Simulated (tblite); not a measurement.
# B15H18P15: the cost of one run

Computed with tblite 0.8.0 and PySCF 2.14.0 and routines of our own; the level stands in each step. Atoms count from 0.

## Step 1: The system as given

48 atoms, charge 0, multiplicity 1; geometry from: force field, distance geometry or constructed start.

## Step 2: Optimising the geometry with GFN2-xTB

The job: settings as JSON, then the geometry in Å.

```
{"job": {"kind": "relax", "xc": "GFN2-xTB", "basis": "xTB"}, "charge": 0, "multiplicity": 1}
P      4.837300     0.956900    -0.001600
B      3.218400     1.891300    -0.006900
P      1.616000     0.956400     0.001000
B      1.610100    -0.896900    -0.006200
P      3.220600    -1.832500     0.003400
B      4.829100    -0.901800    -0.002600
P     -8.053900     0.960400    -0.003300
B     -9.661400     1.891400     0.001500
P    -11.273000     0.956600    -0.000400
B    -11.278500    -0.902100     0.001600
P     -9.666900    -1.832500    -0.002100
B     -8.056500    -0.903300    -0.000000
P     -1.614200     0.959400     0.005000
B     -3.219400     1.888100    -0.002700
P     -4.834600     0.963800     0.000200
B     -4.834300    -0.900700     0.006300
P     -3.221200    -1.829400     0.000900
B     -1.611900    -0.904700    -0.001000
B     -0.000600     1.890500     0.002500
P      0.002800    -1.830400     0.002700
P      8.051700     0.962500     0.001500
B      6.442300     1.890200    -0.000200
P      6.446600    -1.826700     0.006600
B      8.049800    -0.905600    -0.001500
P     11.276200     0.961300     0.000900
B      9.658700     1.887800     0.002500
P      9.665500    -1.829000    -0.000700
B     11.275100    -0.900700     0.001200
B     -6.442600     1.889100    -0.002000
P     -6.442100    -1.830900     0.003400
H      3.225200     3.059300    -0.001100
H      3.219700    -3.229900     0.000200
H     -9.665800     3.058800    -0.001900
H    -12.486000     1.657400     0.003700
H    -12.287700    -1.484400    -0.003300
H     -9.664300    -3.229000    -0.002900
H     -3.222400     3.058800    -0.004100
H     -3.220700    -3.228700    -0.002600
H      0.001100     3.054800    -0.000100
H     -0.004800    -3.227800     0.001200
H      6.443100     3.056400     0.003800
H      6.449100    -3.236800     0.003700
H     12.493000     1.659700    -0.003600
H      9.667400     3.058200    -0.001800
H      9.661100    -3.229500     0.002400
H     12.287000    -1.484600    -0.003400
H     -6.440800     3.058800    -0.000600
H     -6.443500    -3.228600     0.002300
```

Launch:

```
$ OMP_NUM_THREADS=4 python large_run.py task.json out
```

One launch serves the whole session: the jobs run in the order shown.

**Question.** How long does this first job take on 4 threads of Intel Xeon 6975P-C, shared host, and how much memory does it need?

About 33 s, with a peak of 0.16 GiB.
